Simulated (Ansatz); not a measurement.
# B2W: tests of the settings

One table from this session's results is given with a row withheld; the runs are named, their logs left out.

Program: Ansatz 0.2.0. Level of theory: DFT r2SCAN, scalar-relativistic, plane waves, PAW. These are calculated values, not measurements.

## The starting structure

The structure is hexagonal, space group P6/mmm (No. 191). The conventional cell has a = 3.020 Å, b = 3.020 Å, c = 3.050 Å, α = 90.00°, β = 90.00°, γ = 120.00°. B (site symmetry -6m2) is surrounded by 3 B at 1.74 Å and 6 W at 2.32 Å. W (site symmetry 6/mmm) is surrounded by 12 B at 2.32 Å.

As a file:

```cif
data_structure
_symmetry_space_group_name_H-M 'P6/mmm'
_symmetry_Int_Tables_number 191
_cell_length_a 3.0200
_cell_length_b 3.0200
_cell_length_c 3.0500
_cell_angle_alpha 90.000
_cell_angle_beta 90.000
_cell_angle_gamma 120.000
_cell_volume 24.09
loop_
_atom_site_label
_atom_site_type_symbol
_atom_site_symmetry_multiplicity
_atom_site_Wyckoff_symbol
_atom_site_fract_x
_atom_site_fract_y
_atom_site_fract_z
_atom_site_occupancy
B1 B 2 d 0.33333 0.66667 0.50000 1
W1 W 1 a 0.00000 0.00000 0.00000 1
```

Source of the structure: the Crystallography Open Database. It is taken as it stands there.

The first run:

Input file input.yaml:

```yaml
crystal:
  lattice:
    - [3.0200014205, 0.0, 0.0]
    - [-1.5100007103, 2.6153979496, 0.0]
    - [0.0, 0.0, 3.05]
  atoms:
    - { symbol: B, position: [0.3333333333, 0.6666666667, 0.5] }
    - { symbol: B, position: [0.6666666667, 0.3333333333, 0.5] }
    - { symbol: W, position: [0.0, 0.0, 0.0] }
basis:
  ecutwfc: 500
kpoints:
  mp_grid: { grid: [9, 9, 6] }
hamiltonian:
  xc: r2scan
scf:
  occupations: { method: gaussian, width: 0.1 }
output:
  forces: true
  stress: true
  eigenvalues: true
```

Steps of the session up to this table: A first look at the start; The base run, for reference; K-point mesh: 3×3×2; K-point mesh set to 3×3×4; K-point mesh: 6×6×6; K-point mesh: 9×9×6; K-point mesh: 9×9×8; K-point mesh set to 12×12×10; K-point mesh set to 15×15×12; K-point mesh set to 15×15×14; K-point mesh set to 18×18×16; K-point mesh set to 21×21×18; K-point mesh set to 24×24×20.

One of the session's tables, all rows but one given; the rest of the session is left out.

It belongs to the step «What the k-point mesh changes». 

```
    mesh  ΔE (meV/atom)  pressure (GPa)
   3×3×2            294           41.91
   3×3×4            216           39.47
   6×6×6           12.8           32.85
   9×9×6              ?               ?
   9×9×8           4.34           32.69
12×12×10          -0.32           32.66
15×15×12          -0.41           32.58
15×15×14          -1.75           32.62
18×18×14          -0.64           32.61
18×18×16           0.15           32.64
21×21×18          -0.07           32.61
24×24×20           0.00           32.64
```

**Question.** Estimate the row for 9×9×6.

**Answer.** ΔE (meV/atom): 2.41; pressure (GPa): 32.59. In the column «ΔE (meV/atom)» it lies between 18×18×16 (0.15) and 9×9×8 (4.34).

To keep in mind: The error changes sign along the series, since a k mesh isn't variational, and a metal needs dense meshes to resolve its Fermi surface.
